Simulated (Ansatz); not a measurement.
**CH6FGaGe: basis-set convergence**

Aim: see how fast density functionals converge with the basis set for CH6FGaGe.

The runs use Ansatz 0.2.0, Gaussian basis; one geometry, several basis sets.

The runs, in order: PBE0-D4/def2-SVP; ωB97M-V/def2-SVP; PBE0-D4/def2-QZVPP; ωB97M-V/def2-QZVPP; the functionals' def2-TZVPP values are taken from earlier runs.

### 1 The geometry

An earlier PBE0-D4 in a triple-zeta def2 set relaxation fixed the geometry.

SMILES `[F][GeH2][CH2][GaH2]`, 10 atoms, charge 0, spin multiplicity 1.

Atoms are counted from 1 here; the program's logs count them from 0.

Bond lengths: F1–Ge2 1.822 Å, Ge2–C3 1.909 Å, Ge2–H5 1.534 Å, Ge2–H6 1.534 Å, C3–Ga4 2.026 Å, C3–H7 1.090 Å, C3–H8 1.090 Å, Ga4–H9 1.567 Å, Ga4–H10 1.567 Å. Angles: F1–Ge2–C3 94.5°, F1–Ge2–H5 102.9°, F1–Ge2–H6 102.9°, C3–Ge2–H5 119.3°, C3–Ge2–H6 119.3°, H5–Ge2–H6 112.5°, Ge2–C3–Ga4 95.3°, Ge2–C3–H7 112.3°, Ge2–C3–H8 112.2°, Ga4–C3–H7 113.1°, Ga4–C3–H8 113.0°, H7–C3–H8 110.3°, C3–Ga4–H9 117.5°, C3–Ga4–H10 117.4°, H9–Ga4–H10 123.6°.

### 2 PBE0-D4 in def2-SVP

in.yaml reads:

```yaml
crystal:
  periodic: [false, false, false]
  atoms:
    - {symbol: F, position_ang: [-1.336867, 0.320633, 0.974456]}
    - {symbol: Ge, position_ang: [-0.600736, 1.162310, -0.464159]}
    - {symbol: C, position_ang: [0.808815, -0.108427, -0.674705]}
    - {symbol: Ga, position_ang: [0.251457, -1.266548, 0.890964]}
    - {symbol: H, position_ang: [-1.752832, 1.181523, -1.476581]}
    - {symbol: H, position_ang: [-0.276526, 2.557591, 0.084220]}
    - {symbol: H, position_ang: [1.792642, 0.341243, -0.543893]}
    - {symbol: H, position_ang: [0.755576, -0.628842, -1.630508]}
    - {symbol: H, position_ang: [-0.616497, -2.533663, 0.580148]}
    - {symbol: H, position_ang: [0.974958, -1.025829, 2.260057]}
basis:
  gaussian: {orbitals: def2-SVP}
hamiltonian: {xc: pbe0, dispersion: d4}
output: {orbitals: {seedname: orbitals}}
```

Command:

```bash
$ ansatz run in.yaml --threads 4 --pin off --events-out ev --progress --plain --max-ram 10444MiB
```

After this run come: ωB97M-V in def2-SVP; PBE0-D4 in def2-QZVPP; ωB97M-V in def2-QZVPP.

Q: Predict the results of all the runs planned. Wanted: PBE0-D4: double and triple zeta above quadruple; ωB97M-V: double and triple zeta above quadruple.

**Answer**, as computed:

```
                                       quantity           value
PBE0-D4: double and triple zeta above quadruple  21.07, 2.63 eV
ωB97M-V: double and triple zeta above quadruple  21.10, 2.55 eV
```

PBE0-D4 gains 18.45 eV from double to triple zeta, then 2.63 eV more. These are total energies; as a rule much of such shifts cancels in differences, which this series doesn't test.
